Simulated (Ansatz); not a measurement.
**C₃H₇FSn: how energies converge with the basis set**

How large a basis does C₃H₇FSn need? Two functionals are run in growing sets.

The runs use Ansatz 0.2.0, Gaussian basis; one geometry, several basis sets.

Plan: PBE0-D4/def2-SVP; ωB97M-V/def2-SVP; PBE0-D4/def2-QZVPP; ωB97M-V/def2-QZVPP; the functionals' def2-TZVPP values are taken from earlier runs.

### Step 1. The geometry

All runs share one geometry, relaxed beforehand with PBE0-D4 in a triple-zeta def2 set. Sn takes the def2 core potential; no spin-orbit term is included.

12 atoms, charge 0, spin multiplicity 1.

Atoms are counted from 1 here; the program's logs count them from 0.

Bond lengths: F1–Sn2 1.935 Å, Sn2–C3 2.156 Å, Sn2–C5 2.156 Å, Sn2–H6 1.707 Å, C3–C4 1.545 Å, C3–H7 1.092 Å, C3–H8 1.089 Å, C4–C5 1.545 Å, C4–H9 1.095 Å, C4–H10 1.094 Å, C5–H11 1.089 Å, C5–H12 1.092 Å. Angles: F1–Sn2–C3 112.4°, F1–Sn2–C5 112.4°, F1–Sn2–H6 103.0°, C3–Sn2–C5 70.3°, C3–Sn2–H6 128.2°, C5–Sn2–H6 128.2°, Sn2–C3–C4 88.5°, Sn2–C3–H7 107.8°, Sn2–C3–H8 121.8°, C4–C3–H7 112.6°, C4–C3–H8 115.9°, H7–C3–H8 108.9°, C3–C4–C5 106.9°, C3–C4–H9 112.5°, C3–C4–H10 109.1°, C5–C4–H9 112.5°, C5–C4–H10 109.1°, H9–C4–H10 106.6° and more.

As a file:

```
F    -2.58814   -0.82779    1.17688
Sn   -1.17469    0.43653    0.79333
C     0.78305   -0.46118    0.90166
C     1.01787   -0.03024   -0.56361
C    -0.37433    0.19678   -1.19470
H    -1.72466    1.86677    1.54583
H     0.65049   -1.54035    1.00561
H     1.52840   -0.12593    1.62071
H     1.61866   -0.75496   -1.12278
H     1.57352    0.91179   -0.57473
H    -0.43569    0.99070   -1.93693
H    -0.79757   -0.71712   -1.61736
```

### Step 2. PBE0-D4 in def2-SVP

Contents of in.yaml:

```yaml
crystal:
  periodic: [false, false, false]
  atoms:
    - {symbol: F, position_ang: [-2.588142, -0.827793, 1.176883]}
    - {symbol: Sn, position_ang: [-1.174694, 0.436530, 0.793333]}
    - {symbol: C, position_ang: [0.783046, -0.461181, 0.901662]}
    - {symbol: C, position_ang: [1.017868, -0.030237, -0.563612]}
    - {symbol: C, position_ang: [-0.374326, 0.196783, -1.194705]}
    - {symbol: H, position_ang: [-1.724659, 1.866769, 1.545825]}
    - {symbol: H, position_ang: [0.650490, -1.540355, 1.005610]}
    - {symbol: H, position_ang: [1.528399, -0.125928, 1.620705]}
    - {symbol: H, position_ang: [1.618663, -0.754960, -1.122781]}
    - {symbol: H, position_ang: [1.573519, 0.911791, -0.574731]}
    - {symbol: H, position_ang: [-0.435691, 0.990700, -1.936928]}
    - {symbol: H, position_ang: [-0.797573, -0.717117, -1.617359]}
basis:
  gaussian: {orbitals: def2-SVP}
hamiltonian: {xc: pbe0, dispersion: d4}
output: {orbitals: {seedname: orbitals}}
```

After this run come: ωB97M-V in def2-SVP; PBE0-D4 in def2-QZVPP; ωB97M-V in def2-QZVPP.

Q: Predict the results of all the runs planned. Wanted: PBE0-D4: double and triple zeta above quadruple; ωB97M-V: double and triple zeta above quadruple.

The runs gave:

```
                                       quantity          value
PBE0-D4: double and triple zeta above quadruple  7.76, 0.41 eV
ωB97M-V: double and triple zeta above quadruple  8.04, 0.40 eV
```

PBE0-D4 gains 7.35 eV from double to triple zeta, then 0.41 eV more. Total energies overstate the basis error of differences, where much of it tends to cancel. The LUMO of ωB97M-V is positive and keeps falling with the basis (1.91 to 0.99 eV): an unbound level that the basis holds in place.
